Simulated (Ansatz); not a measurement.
# Al2BSe: a trial structure relaxed

The task: take a trial cell of Al2BSe to zero force and stress.

Computed with Ansatz 0.2.0 (DFT PBE, scalar-relativistic, plane waves, PAW, unless a step's input says otherwise).

## Step 1: Starting point

It takes space group P-3m1 (No. 164, trigonal). Conventional cell: a = 3.386 Å, b = 3.386 Å, c = 5.543 Å, α = 90.00°, β = 90.00°, γ = 120.00°. Al (site symmetry 3m) has 3 B at 2.25 Å and 3 Se at 2.56 Å as nearest neighbours. B (site symmetry -3m) has 6 Al at 2.25 Å as nearest neighbours. Se (site symmetry -3m) has 6 Al at 2.56 Å as nearest neighbours.

Coordinates:

```
CELL_PARAMETERS angstrom
3.38640 0.00000 0.00000
-1.69320 2.93271 0.00000
0.00000 0.00000 5.54338
ATOMIC_POSITIONS crystal
Al 0.33333 0.66667 0.79918
Al 0.66667 0.33333 0.20082
B 0.00000 0.00000 0.00000
Se 0.00000 0.00000 0.50000
```

A structure generator made this guess: close-packed metal layers stacked AB|A, with sites between them filled layer by layer (P-3m1, No. 164). The dimensions are guesses.

## Step 2: A first look at the guess

input.yaml reads:

```yaml
crystal:
  lattice:
    - [3.38639916, 0.0, 0.0]
    - [-1.69319958, 2.9327077, 0.0]
    - [0.0, 0.0, 5.54337964]
  atoms:
    - { symbol: Al, position: [0.33333333, 0.66666667, 0.79917715] }
    - { symbol: Al, position: [0.66666667, 0.33333333, 0.20082285] }
    - { symbol: B, position: [0.0, 0.0, 0.0] }
    - { symbol: Se, position: [0.0, 0.0, 0.5] }
basis:
  ecutwfc: 420
kpoints:
  mp_grid: { grid: [6, 6, 4] }
hamiltonian:
  xc: pbe
scf:
  occupations: { method: gaussian, width: 0.1 }
  lower_state_search: "off"
output:
  forces: true
  stress: true
  eigenvalues: true
```

Started as:

```bash
$ ansatz run input.yaml --threads 1 --pin off --max-ram 2048MiB --backend cpu --events-out ev --progress --plain --runs-dir out
```

What it wrote, cut to the lines that bear on the results:

```text
Warning: RAYON_NUM_THREADS=1 ignored (pool sized by the plan → 1); use --threads N
[...]
Pseudopotentials: kind: paw
Pseudopotential: Al, paw, valence charge 3, recommended cutoff 420 eV (normal), Al.paw.azcp
Pseudopotential: B, paw, valence charge 3, recommended cutoff 420 eV (normal), B.paw.azcp
Pseudopotential: Se, paw, valence charge 16, recommended cutoff 420 eV (normal), Se.paw.azcp
Functional definition: PBE
[...]
Crystal: 4 atoms, lattice volume = 55.053 Å³
Basis set: ecut = 420 eV, 1099 PW (Γ), exchange–correlation on 48×48×80 points (8 copies of the dense FFT grid, shifted against one another)
Bands: 17, of which v1, the nominal top of the filled ones, is band 13 counted from 1 (12 counted from 0)
Symmetry: 12 space group operations
Space group: P-3m1 (ITA 164), of the structure as read, at distance tolerance 3.8e-5 Å
k-points: 24 of 144
[...]
SCF iter   1: F=—  HF=-6699.103180 eV  |F-HF|=—  |Δ(HF+E_count)|=         —  Δρ=4.02e-3  dr2=1.64e-2  ethr=1.77e-3  ⟨swp⟩=6.0  Hψ=2266  notcnv=0
[...]
SCF iter   7: F=-6699.098585 eV  HF=-6699.098585 eV  |F-HF|=1.21e-8  |Δ(HF+E_count)|=   2.60e-7  Δρ=4.78e-6  dr2=1.81e-8  ethr=4.00e-10  ⟨swp⟩=5.7  Hψ=1907  notcnv=0
[...]
SCF converged after 7 iterations
Free energy (F): -6699.098585 eV
[...]
E sigma→0 (E₀):  -6699.092576 eV
Entropy (-TS):   -0.012018 eV (-3.005 meV/atom)
Fermi energy:    10.880812 eV
[...]
--- Forces (eV/Å), atoms counted from 1 ---
  atom   1  Al     0.00000000     0.00000000     2.37151951
  atom   2  Al    -0.00000000    -0.00000000    -2.37151951
  atom   3  B      0.00000000    -0.00000000     0.00000000
  atom   4  Se     0.00000000     0.00000000     0.00000000
[...]
--- Stress (GPa, compression-positive) ---
       13.363136       0.000000       0.000000
        0.000000      13.363136       0.000000
        0.000000       0.000000      11.863305
  P = ⅓ Tr σ = 12.8632 GPa (128.632 kbar)
--- Band table (eV; the first three rows and the last of 24) ---
  k-point 0: bands = ["-38.1645", "-38.1347", "-38.1347", "-38.0318", "-38.0318", "-5.6164", "0.6466", "1.8360", "8.8242", "8.8242", "12.1186", "12.1186", "12.2765", "13.0927", "14.9682", "14.9682", "16.5205"]
[...]
```

It took 1.5 s on 1 thread of Arm Neoverse V1, shared host; peak memory 0.31 GiB.

The probe gives pressure 12.9 GPa, largest force 2.37 eV/Å, gap on this mesh none (metal). A cheap, loose relaxation comes first.

## Step 3: Coarse relaxation

input.yaml, as its differences from that of step 2:

```diff
@@ -23 +23,6 @@
   eigenvalues: true
+relax:
+  adjacent_minimum: "off"
+  f_tol: 0.04
+  max_steps: 70
+  cell: { stress_tol: 0.4 }
```

Started as:

```bash
$ ansatz run input.yaml --threads 1 --pin off --max-ram 2048MiB --backend cpu --events-out ev --progress --plain --runs-dir out
```

What it wrote:

```text
Warning: RAYON_NUM_THREADS=1 ignored (pool sized by the plan → 1); use --threads N
Engine: ansatz 0.2.0, aarch64-unknown-linux-gnu
[... 5 set-up lines as earlier in the session ...]
  parameter kappa = 0.804
  parameter beta = 0.06672455060314922
  exchange = pbe_x(kappa = kappa, mu = beta*pi^2/3)
  correlation = pbe_c(beta = beta)
Crystal: 4 atoms, lattice volume = 55.053 Å³
Basis set: ecut = 420 eV, 1099 PW (Γ), exchange–correlation on 48×48×80 points (8 copies of the dense FFT grid, shifted against one another)
Bands: 17, of which v1, the nominal top of the filled ones, is band 13 counted from 1 (12 counted from 0)
[... 2 set-up lines as earlier in the session ...]
k-points: 24 of 144
Non-local potential: Al, projectors of the file, l = 0: 2, l = 1: 2, l = 2: 1
Non-local potential: B, projectors of the file, l = 0: 2, l = 1: 2, l = 2: 1
Non-local potential: Se, projectors of the file, l = 0: 2, l = 1: 2, l = 2: 3, l = 3: 1
PAW form: soft (Blöchl's): semilocal exchange-correlation on the pseudo side does not see the compensation charge
PAW one-centre angular grid: Al, 110 points (default); XC on 64 Gauss nodes
PAW one-centre angular grid: B, 110 points (default); XC on 64 Gauss nodes
PAW one-centre angular grid: Se, 590 points (default); XC on 64 Gauss nodes
Initial density: superposition of atomic densities (neutral atoms: chi_scale 0, normalization atom), corrected by the library's trained network
Initial wavefunctions: pseudopotential atomic-orbital guess
Functional: x = pbe(κ = 0.804, μ = 0.2195149727645171), c = pbe(β = 0.06672455060314922)
SCF iter   1: F=—  HF=-6699.103181 eV  |F-HF|=—  |Δ(HF+E_count)|=         —  Δρ=4.02e-3  dr2=1.64e-2  ethr=1.77e-3  ⟨swp⟩=6.0  Hψ=2266  notcnv=0
preconditioner: auto → Kerker (q_TF=auto, 2.392 Å⁻¹)  [metal: Δε(μ)=0.100 eV  Ē_g=9.457 eV  σ=0.100 eV  W_gap=0.45  n_scr=10 (ndim 8)  ℏωp=19.4 eV  f_vac=0.000  D(μ)=2.31/eV (n_scr^D=22)]
SCF iter   2: F=—  HF=-6699.100455 eV  |F-HF|=—  |Δ(HF+E_count)|=   2.73e-3  Δρ=2.44e-3  dr2=7.03e-3  ethr=6.55e-5  ⟨swp⟩=1.0  Hψ=600  notcnv=0
SCF iter   3: F=—  HF=-6699.098714 eV  |F-HF|=—  |Δ(HF+E_count)|=   1.74e-3  Δρ=5.51e-4  dr2=4.86e-4  ethr=2.81e-5  ⟨swp⟩=2.3  Hψ=524  notcnv=0
SCF iter   4: F=—  HF=-6699.098598 eV  |F-HF|=—  |Δ(HF+E_count)|=   1.16e-4  Δρ=1.76e-4  dr2=3.92e-5  ethr=1.94e-6  ⟨swp⟩=2.5  Hψ=546  notcnv=0
SCF iter   5: F=—  HF=-6699.098587 eV  |F-HF|=—  |Δ(HF+E_count)|=   1.15e-5  Δρ=5.69e-5  dr2=4.36e-6  ethr=1.57e-7  ⟨swp⟩=2.0  Hψ=684  notcnv=0
SCF iter   6: F=—  HF=-6699.098585 eV  |F-HF|=—  |Δ(HF+E_count)|=   1.44e-6  Δρ=1.81e-5  dr2=2.21e-7  ethr=1.74e-8  ⟨swp⟩=2.0  Hψ=697  notcnv=0
SCF iter   7: F=-6699.098585 eV  HF=-6699.098585 eV  |F-HF|=1.21e-8  |Δ(HF+E_count)|=   2.60e-7  Δρ=4.78e-6  dr2=1.81e-8  ethr=4.00e-10  ⟨swp⟩=5.7  Hψ=1907  notcnv=0
SCF 1 converged in 7 iterations: F = -6699.098585 eV  dr2 = 1.81e-8
relax step   1: F+E_penalty+E_count = -6699.09858491 eV  Δ(F+E_penalty+E_count) = +0.000e0 eV  max|allowed force component| = 2.372e0 eV/Å  Δτ_max = 0.0000 Å  P = +12.863 GPa  Ω = 55.053 Å³  (7 SCF iters, dr2 threshold 1.00e-7 eV, accepted)
Crystal: 4 atoms, lattice volume = 60.604 Å³
Basis set: ecut = 420 eV, 1153 PW (Γ), exchange–correlation on 48×48×80 points (8 copies of the dense FFT grid, shifted against one another)
Initial density: handed on by an earlier stage of this run
Initial wavefunctions: those handed on with the density
iter 1 solved again at ethr=3.72e-4 eV; its pass at ethr=3.10e-3 eV (dr2=9.30e-2 eV) is discarded
SCF iter   1: F=—  HF=-6699.801167 eV  |F-HF|=—  |Δ(HF+E_count)|=         —  Δρ=7.55e-3  dr2=9.20e-2  ethr=3.72e-4  ⟨swp⟩=1.4  Hψ=2766  notcnv=0
preconditioner: auto → Kerker (q_TF=auto, 2.354 Å⁻¹)  [metal: Δε(μ)=0.066 eV  Ē_g=8.999 eV  σ=0.100 eV  W_gap=0.34  n_scr=22 (ndim 8)  ℏωp=18.5 eV  f_vac=0.000  D(μ)=1.57/eV (n_scr^D=8)]
SCF iter   2: F=—  HF=-6699.788996 eV  |F-HF|=—  |Δ(HF+E_count)|=   1.22e-2  Δρ=4.75e-3  dr2=4.43e-2  ethr=3.68e-4  ⟨swp⟩=1.7  Hψ=435  notcnv=0
SCF iter   3: F=—  HF=-6699.780702 eV  |F-HF|=—  |Δ(HF+E_count)|=   8.29e-3  Δρ=1.51e-3  dr2=5.59e-3  ethr=1.77e-4  ⟨swp⟩=2.0  Hψ=806  notcnv=0
SCF iter   4: F=—  HF=-6699.777945 eV  |F-HF|=—  |Δ(HF+E_count)|=   2.76e-3  Δρ=1.14e-3  dr2=1.51e-3  ethr=2.24e-5  ⟨swp⟩=2.0  Hψ=733  notcnv=0
SCF iter   5: F=—  HF=-6699.777595 eV  |F-HF|=—  |Δ(HF+E_count)|=   3.51e-4  Δρ=2.75e-4  dr2=3.68e-5  ethr=6.06e-6  ⟨swp⟩=2.1  Hψ=715  notcnv=0
SCF iter   6: F=—  HF=-6699.777445 eV  |F-HF|=—  |Δ(HF+E_count)|=   1.50e-4  Δρ=6.16e-5  dr2=2.26e-6  ethr=1.47e-7  ⟨swp⟩=2.0  Hψ=707  notcnv=0
SCF iter   7: F=-6699.777445 eV  HF=-6699.777445 eV  |F-HF|=3.39e-8  |Δ(HF+E_count)|=   1.06e-7  Δρ=1.00e-5  dr2=5.97e-8  ethr=1.60e-9  ⟨swp⟩=7.0  Hψ=2176  notcnv=0
SCF 2 converged in 7 iterations: F = -6699.777445 eV  dr2 = 5.97e-8
relax step   2: F+E_penalty+E_count = -6699.77744501 eV  Δ(F+E_penalty+E_count) = -6.789e-1 eV  max|allowed force component| = 1.689e-1 eV/Å  Δτ_max = 0.1754 Å  P = +1.210 GPa  Ω = 60.604 Å³  energy of the carried Pulay correction = -2.267e-3 eV  (7 SCF iters, dr2 threshold 4.00e-7 eV, accepted)
Crystal: 4 atoms, lattice volume = 61.219 Å³
iter 1 solved again at ethr=1.66e-5 eV; its pass at ethr=3.10e-3 eV (dr2=4.15e-3 eV) is discarded
SCF iter   1: F=—  HF=-6699.783416 eV  |F-HF|=—  |Δ(HF+E_count)|=         —  Δρ=1.21e-3  dr2=4.13e-3  ethr=1.66e-5  ⟨swp⟩=2.0  Hψ=2335  notcnv=0
preconditioner: auto → Kerker (q_TF=auto, 2.350 Å⁻¹)  [metal: Δε(μ)=0.006 eV  Ē_g=8.895 eV  σ=0.100 eV  W_gap=0.03  n_scr=22 (ndim 8)  ℏωp=18.4 eV  f_vac=0.000  D(μ)=1.47/eV (n_scr^D=8)]
SCF iter   2: F=—  HF=-6699.782775 eV  |F-HF|=—  |Δ(HF+E_count)|=   6.42e-4  Δρ=6.85e-4  dr2=1.70e-3  ethr=1.65e-5  ⟨swp⟩=1.0  Hψ=408  notcnv=0
SCF iter   3: F=—  HF=-6699.782350 eV  |F-HF|=—  |Δ(HF+E_count)|=   4.25e-4  Δρ=2.63e-4  dr2=2.03e-4  ethr=6.82e-6  ⟨swp⟩=2.1  Hψ=499  notcnv=0
SCF iter   4: F=—  HF=-6699.782239 eV  |F-HF|=—  |Δ(HF+E_count)|=   1.10e-4  Δρ=1.32e-4  dr2=2.32e-5  ethr=8.13e-7  ⟨swp⟩=2.0  Hψ=703  notcnv=0
SCF iter   5: F=—  HF=-6699.782216 eV  |F-HF|=—  |Δ(HF+E_count)|=   2.30e-5  Δρ=5.14e-5  dr2=1.64e-6  ethr=9.30e-8  ⟨swp⟩=2.0  Hψ=707  notcnv=0
SCF iter   6: F=-6699.782216 eV  HF=-6699.782216 eV  |F-HF|=4.82e-8  |Δ(HF+E_count)|=   4.61e-8  Δρ=1.20e-5  dr2=8.93e-8  ethr=1.60e-9  ⟨swp⟩=6.8  Hψ=2227  notcnv=0
SCF 3 converged in 6 iterations: F = -6699.782216 eV  dr2 = 8.93e-8
relax step   3: F+E_penalty+E_count = -6699.78221640 eV  Δ(F+E_penalty+E_count) = -4.771e-3 eV  max|allowed force component| = 2.005e-2 eV/Å  Δτ_max = 0.0129 Å  P = +0.315 GPa  Ω = 61.219 Å³  energy of the carried Pulay correction = -2.505e-3 eV  (6 SCF iters, dr2 threshold 4.00e-7 eV, accepted)
Initial wavefunctions: pseudopotential atomic-orbital guess (no wavefunctions were taken with the density)
iter 1 solved again at ethr=6.27e-8 eV; its pass at ethr=3.10e-3 eV (dr2=1.57e-5 eV) is discarded
SCF iter   1: F=—  HF=-6699.784080 eV  |F-HF|=—  |Δ(HF+E_count)|=         —  Δρ=8.28e-4  dr2=1.07e-5  ethr=6.27e-8  ⟨swp⟩=2.9  Hψ=3241  notcnv=0
preconditioner: auto → Kerker (q_TF=auto, 2.350 Å⁻¹)  [metal: Δε(μ)=0.023 eV  Ē_g=8.890 eV  σ=0.100 eV  W_gap=0.13  n_scr=22 (ndim 8)  ℏωp=18.4 eV  f_vac=0.000  D(μ)=1.45/eV (n_scr^D=8)]
SCF iter   2: F=—  HF=-6699.786088 eV  |F-HF|=—  |Δ(HF+E_count)|=   2.01e-3  Δρ=4.21e-4  dr2=2.71e-6  ethr=4.26e-8  ⟨swp⟩=2.0  Hψ=531  notcnv=0
SCF iter   3: F=—  HF=-6699.786793 eV  |F-HF|=—  |Δ(HF+E_count)|=   7.05e-4  Δρ=1.08e-5  dr2=1.62e-8  ethr=1.08e-8  ⟨swp⟩=2.0  Hψ=566  notcnv=0
SCF iter   4: F=—  HF=-6699.786794 eV  |F-HF|=—  |Δ(HF+E_count)|=   3.17e-7  Δρ=2.08e-6  dr2=3.36e-9  ethr=1.02e-11  ⟨swp⟩=4.7  Hψ=1616  notcnv=0
SCF iter   5: F=-6699.786794 eV  HF=-6699.786794 eV  |F-HF|=5.88e-10  |Δ(HF+E_count)|=   2.10e-9  Δρ=7.94e-7  dr2=8.59e-10  ethr=1.02e-11  ⟨swp⟩=4.0  Hψ=1346  notcnv=0
SCF 4 converged in 5 iterations: F = -6699.786794 eV  dr2 = 8.59e-10
relax step   4: F+E_penalty+E_count = -6699.78679360 eV  Δ(F+E_penalty+E_count) = -4.577e-3 eV  max|allowed force component| = 1.956e-2 eV/Å  Δτ_max = 0.0000 Å  P = +0.405 GPa  Ω = 61.219 Å³  stress off target by 4.13e-1 GPa  SCF on the basis re-selected at this cell (its energy is not comparable with the rows above)  (5 SCF iters)
basis re-selected at this cell: Δ(F+E_penalty+E_count) = -4.577e-3 eV, ΔP = +0.090 GPa vs the last step (what re-selecting the basis moved, of the pressure what is left beyond the Pulay correction that the steps carried, after the strain that the cell walked since its last selection, with what the two solves' SCF thresholds leave and, on support functions, any second-order correction that the steps lacked; it is no measure of the basis error at this ecutwfc). This SCF's stress stands 4.13e-1 GPa from its target on what of the cell is left free (relax.cell.stress_tol is 4.00e-1 GPa) and its largest allowed force component is 1.96e-2 eV/Å (relax.f_tol is 4.00e-2 eV/Å): not within both, so this SCF does not close the relaxation
Crystal: 4 atoms, lattice volume = 61.436 Å³
Basis set: ecut = 420 eV, 1177 PW (Γ), exchange–correlation on 48×48×80 points (8 copies of the dense FFT grid, shifted against one another)
iter 1 solved again at ethr=1.87e-6 eV; its pass at ethr=3.10e-3 eV (dr2=4.67e-4 eV) is discarded
SCF iter   1: F=—  HF=-6699.787231 eV  |F-HF|=—  |Δ(HF+E_count)|=         —  Δρ=5.01e-4  dr2=4.79e-4  ethr=1.87e-6  ⟨swp⟩=1.0  Hψ=2053  notcnv=0
preconditioner: auto → Kerker (q_TF=auto, 2.349 Å⁻¹)  [metal: Δε(μ)=0.008 eV  Ē_g=8.871 eV  σ=0.100 eV  W_gap=0.05  n_scr=22 (ndim 8)  ℏωp=18.3 eV  f_vac=0.000  D(μ)=1.46/eV (n_scr^D=8)]
SCF iter   2: F=—  HF=-6699.787140 eV  |F-HF|=—  |Δ(HF+E_count)|=   9.09e-5  Δρ=2.41e-4  dr2=1.51e-4  ethr=1.87e-6  ⟨swp⟩=1.1  Hψ=411  notcnv=0
SCF iter   3: F=—  HF=-6699.787040 eV  |F-HF|=—  |Δ(HF+E_count)|=   1.00e-4  Δρ=7.26e-5  dr2=1.52e-5  ethr=6.03e-7  ⟨swp⟩=2.0  Hψ=482  notcnv=0
SCF iter   4: F=—  HF=-6699.787036 eV  |F-HF|=—  |Δ(HF+E_count)|=   4.03e-6  Δρ=2.77e-5  dr2=1.21e-6  ethr=6.10e-8  ⟨swp⟩=2.5  Hψ=625  notcnv=0
SCF iter   5: F=-6699.787035 eV  HF=-6699.787035 eV  |F-HF|=9.20e-8  |Δ(HF+E_count)|=   7.58e-7  Δρ=1.33e-5  dr2=1.96e-7  ethr=1.60e-9  ⟨swp⟩=5.0  Hψ=1888  notcnv=0
SCF 5 converged in 5 iterations: F = -6699.787035 eV  dr2 = 1.96e-7
relax step   5: F+E_penalty+E_count = -6699.78703475 eV  Δ(F+E_penalty+E_count) = -2.412e-4 eV  max|allowed force component| = 6.522e-3 eV/Å  Δτ_max = 0.0005 Å  P = +0.057 GPa  Ω = 61.436 Å³  energy of the carried Pulay correction = -8.410e-5 eV  (5 SCF iters, dr2 threshold 4.00e-7 eV, accepted)
iter 1 solved again at ethr=3.21e-8 eV; its pass at ethr=3.10e-3 eV (dr2=8.02e-6 eV) is discarded
SCF iter   1: F=—  HF=-6699.787105 eV  |F-HF|=—  |Δ(HF+E_count)|=         —  Δρ=1.29e-4  dr2=3.98e-7  ethr=3.21e-8  ⟨swp⟩=3.0  Hψ=3346  notcnv=0
preconditioner: auto → Kerker (q_TF=auto, 2.349 Å⁻¹)  [metal: Δε(μ)=0.015 eV  Ē_g=8.870 eV  σ=0.100 eV  W_gap=0.08  n_scr=22 (ndim 8)  ℏωp=18.3 eV  f_vac=0.000  D(μ)=1.46/eV (n_scr^D=8)]
SCF iter   2: F=—  HF=-6699.787091 eV  |F-HF|=—  |Δ(HF+E_count)|=   1.40e-5  Δρ=6.56e-5  dr2=1.59e-7  ethr=1.59e-9  ⟨swp⟩=2.5  Hψ=576  notcnv=0
SCF iter   3: F=—  HF=-6699.787107 eV  |F-HF|=—  |Δ(HF+E_count)|=   1.59e-5  Δρ=3.54e-6  dr2=2.66e-8  ethr=6.36e-10  ⟨swp⟩=1.5  Hψ=501  notcnv=0
SCF iter   4: F=—  HF=-6699.787107 eV  |F-HF|=—  |Δ(HF+E_count)|=   7.74e-8  Δρ=4.84e-6  dr2=8.78e-9  ethr=1.06e-10  ⟨swp⟩=2.2  Hψ=590  notcnv=0
SCF iter   5: F=-6699.787107 eV  HF=-6699.787107 eV  |F-HF|=8.19e-12  |Δ(HF+E_count)|=   7.29e-8  Δρ=4.48e-7  dr2=1.68e-10  ethr=1.02e-11  ⟨swp⟩=2.6  Hψ=1459  notcnv=0
SCF 6 converged in 5 iterations: F = -6699.787107 eV  dr2 = 1.68e-10
relax step   6: F+E_penalty+E_count = -6699.78710683 eV  Δ(F+E_penalty+E_count) = -7.208e-5 eV  max|allowed force component| = 6.641e-3 eV/Å  Δτ_max = 0.0000 Å  P = +0.058 GPa  Ω = 61.436 Å³  stress off target by 6.26e-2 GPa  SCF on the basis re-selected at this cell (its energy is not comparable with the rows above)  (5 SCF iters)
basis re-selected at this cell: Δ(F+E_penalty+E_count) = -7.208e-5 eV, ΔP = +0.000 GPa vs the last step (what re-selecting the basis moved, of the pressure what is left beyond the Pulay correction that the steps carried, after the strain that the cell walked since its last selection, with what the two solves' SCF thresholds leave and, on support functions, any second-order correction that the steps lacked; it is no measure of the basis error at this ecutwfc). This SCF's stress stands 6.26e-2 GPa from its target on what of the cell is left free (relax.cell.stress_tol is 4.00e-1 GPa) and its largest allowed force component is 6.64e-3 eV/Å (relax.f_tol is 4.00e-2 eV/Å): within both
SCF converged after 5 iterations
Free energy (F): -6699.787107 eV
Harris-Foulkes:  -6699.787107 eV  (|F-HF|=8.19e-12)
Internal energy: -6699.779822 eV  (E = F + TS)
E sigma→0 (E₀):  -6699.783464 eV
Entropy (-TS):   -0.007285 eV (-1.821 meV/atom)
Fermi energy:    9.388793 eV
--- Per-component energies (eV) ---
  E_band       = -337.942077
  E_kinetic    = 212.403448
  E_local      = -2815.166622  (includes V_loc(G=0)·N_el)
  E_nonlocal   = -563.487421
  E_hartree    = 1407.149410
  E_xc         = -216.093650
  E_vxc        = -194.741873  (∫ρ·V_xc dr)
  E_paw        = -2924.503719  (= ΣΔE_a)
  E_vpaw       = 208.752344  (= ΣTr[D̂ρ^β])
  E_aug_tail   = -0.000607  (compensation charges beyond the density's cutoff)
  E_ewald      = -1800.080661
  E_smearing   = -0.007285  (= −TS)
  E_closure    = -0.000000  (closes the sum)
  Σ components = -6699.787107   (vs F -6699.787107, Δ=0.00e0)
--- Forces (eV/Å), atoms counted from 1 ---
  atom   1  Al     0.00000000    -0.00000000    -0.00664097
  atom   2  Al    -0.00000000     0.00000000     0.00664097
  atom   3  B      0.00000000    -0.00000000     0.00000000
  atom   4  Se     0.00000000     0.00000000     0.00000000
  max |Σ_I F_I| component: 1.85e-17 eV/Å
--- Stress (GPa, compression-positive) ---
        0.055003       0.000000       0.000000
        0.000000       0.055003      -0.000000
        0.000000      -0.000000       0.062583
  P = ⅓ Tr σ = 0.0575 GPa (0.575 kbar)
--- Band table (eV; the first three rows and the last of 24) ---
  k-point 0: bands = ["-39.0432", "-39.0026", "-39.0026", "-38.8728", "-38.8728", "-5.6562", "-0.9858", "1.4933", "7.5896", "7.5896", "9.8151", "9.8151", "11.0426", "11.3872", "12.5224", "12.5224", "14.2759"]
  k-point 1: bands = ["-39.0432", "-39.0026", "-39.0026", "-38.8728", "-38.8728", "-5.5529", "-1.7636", "2.9435", "7.7952", "7.7952", "8.8175", "9.3766", "9.3766", "11.5618", "12.7236", "12.7236", "13.6087"]
  k-point 2: bands = ["-39.0432", "-39.0026", "-39.0026", "-38.8728", "-38.8728", "-5.4332", "-2.3019", "5.4119", "5.9204", "8.1763", "8.1763", "8.7955", "8.7955", "11.8416", "12.9681", "12.9681", "12.9991"]
  k-point 23: bands = ["-39.0424", "-39.0029", "-39.0029", "-38.8719", "-38.8719", "-3.9944", "1.0632", "3.0662", "3.0662", "3.8490", "3.8490", "7.5931", "8.3890", "12.3697", "12.3697", "13.5002", "13.5002"]
--- Relaxed structure (4 steps of the walk, 4 accepted, 2 SCFs on fresh bases) ---
  F+E_penalty+E_count = -6699.78710683 eV   max|allowed force component| = 6.641e-3 eV/Å   (the final SCF, on the basis selected at the relaxed cell)
  cell:  # Å, volume = 61.4363 Å³
    - [3.5639072032303925, 1.8287184244298385e-33, 1.5030674950583244e-17]
    - [-1.7819536016151962, 3.0864341747278696, -1.00686430367588e-18]
    - [2.4604523435832515e-17, 1.2302261717916239e-17, 5.585233906972286]
  atoms:
    - { symbol: Al, position: [0.33333333333333326, 0.6666666666666665, 0.8330611634549376] }
    - { symbol: Al, position: [0.6666666666666666, 0.33333333333333326, 0.16693883654506256] }
    - { symbol: B, position: [-5.51978633399847e-34, 2.0607605350904832e-35, -1.173510287473839e-18] }
    - { symbol: Se, position: [0.0, 3.851859888774472e-34, 0.5] }
```

Run time: 10 s. Hardware: 1 thread of Arm Neoverse V1, shared host; peak memory 0.33 GiB.

Relaxation path:

| step | energy from step 1 (eV/cell) | largest force component (eV/Å) | pressure (GPa) | volume (Å³) |
| --- | --- | --- | --- | --- |
| 1 | 0.0000 | 2.3715 | 12.86 | 55.05 |
| 2 | -0.6789 | 0.1689 | 1.21 | 60.60 |
| 3 | -0.6836 | 0.0200 | 0.32 | 61.22 |
| 4 | -0.6882 | 0.0196 | 0.41 | 61.22 |
| 5 | -0.6885 | 0.0065 | 0.06 | 61.44 |
| 6 | -0.6885 | 0.0066 | 0.06 | 61.44 |

Step 1 is the start. Steps 4, 6 each repeat the geometry before them on a plane-wave basis chosen anew, so the energy can jump there without any move.

|  | before | after | change |
| --- | --- | --- | --- |
| a (Å) | 3.386 | 3.564 | +5.2 % |
| b (Å) | 3.386 | 3.564 | +5.2 % |
| c (Å) | 5.543 | 5.585 | +0.8 % |
| volume (Å³/atom) | 13.76 | 15.36 | +11.6 % |
| shortest distance (Å) | 2.250 | 2.259 | +0.4 % |
| space group (0.01 Å) | P-3m1 | P-3m1 | same |

The run keeps the 12 symmetry operations of the start, so it could not have lowered the symmetry.

(Part 1 of 2 ends here.)
